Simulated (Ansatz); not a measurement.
# C₂H₃BO: one structure at several levels

An exercise on one series of results from a longer session: the logs are not shown, and one member is left open.

Computed with Ansatz 0.2.0, Gaussian basis. Level: single points in def2-TZVPP.

Correlated methods freeze the cores.

1 further run of the same task is left out (it didn't finish).

**Where the work starts**

SMILES `B=CC=O`, 7 atoms, charge 0, spin multiplicity 1.

Atoms are counted from 1 here; the program's logs count them from 0.

Bond lengths: B1–C2 1.398 Å, B1–H5 1.210 Å, C2–C3 1.457 Å, C2–H6 1.094 Å, C3–O4 1.213 Å, C3–H7 1.107 Å. Angles: C2–B1–H5 177.6°, B1–C2–C3 126.3°, B1–C2–H6 124.8°, C3–C2–H6 108.9°, C2–C3–O4 124.7°, C2–C3–H7 113.5°, O4–C3–H7 121.7°.

As a file:

```xyz
7
charge 0, multiplicity 1
B    -0.7476    1.0003   -0.7781
C     0.0616    0.4478    0.2193
C     0.4358   -0.9549    0.3481
O     1.1632   -1.3990    1.2107
H    -1.4337    1.5253   -1.6252
H     0.5551    1.0196    1.0107
H    -0.0728   -1.6155   -0.3804
```

Set-up of the first run:

Input file run/in.yaml:

```yaml
crystal:
  periodic: [false, false, false]
  atoms:
    - {symbol: B, position_ang: [-0.747592, 1.000268, -0.778147]}
    - {symbol: C, position_ang: [0.061555, 0.447812, 0.219283]}
    - {symbol: C, position_ang: [0.435795, -0.954892, 0.348118]}
    - {symbol: O, position_ang: [1.163236, -1.398978, 1.210678]}
    - {symbol: H, position_ang: [-1.433650, 1.525256, -1.625219]}
    - {symbol: H, position_ang: [0.555051, 1.019552, 1.010715]}
    - {symbol: H, position_ang: [-0.072763, -1.615527, -0.380437]}
basis:
  gaussian: {orbitals: def2-TZVPP}
hamiltonian: {xc: pbe, dispersion: d4}
output: {forces: true}
```

On the command line:

```
ansatz run in.yaml --threads 2 --pin off --events-out ev --progress --plain --max-ram 3481MiB
```

Among the steps run: PBE-D4/def2-TZVPP; r2SCAN-D4/def2-TZVPP; PBE0-D4/def2-TZVPP; wB97M-V/def2-TZVPP; CCSD(T)/def2-TZVPP.

One table of the session follows, with a row left open; its other results are not shown here.

```
   method  RMS force component (eV/Å)  angle to CCSD(T) forces (°)  dipole (D)
   PBE-D4                       0.360                         29.5        3.99
r2SCAN-D4                       0.318                         25.0        4.24
  PBE0-D4                       0.315                         43.5        4.37
  wB97M-V                           ?                            ?           ?
  CCSD(T)                       0.415                    reference        4.09
```

Q: Estimate the row for wB97M-V from the others.

The run gave: RMS force component (eV/Å): 0.355; angle to CCSD(T) forces (°): 41.8; dipole (D): 4.42. In the column «RMS force component (eV/Å)» it lies between r2SCAN-D4 (0.318) and PBE-D4 (0.360).
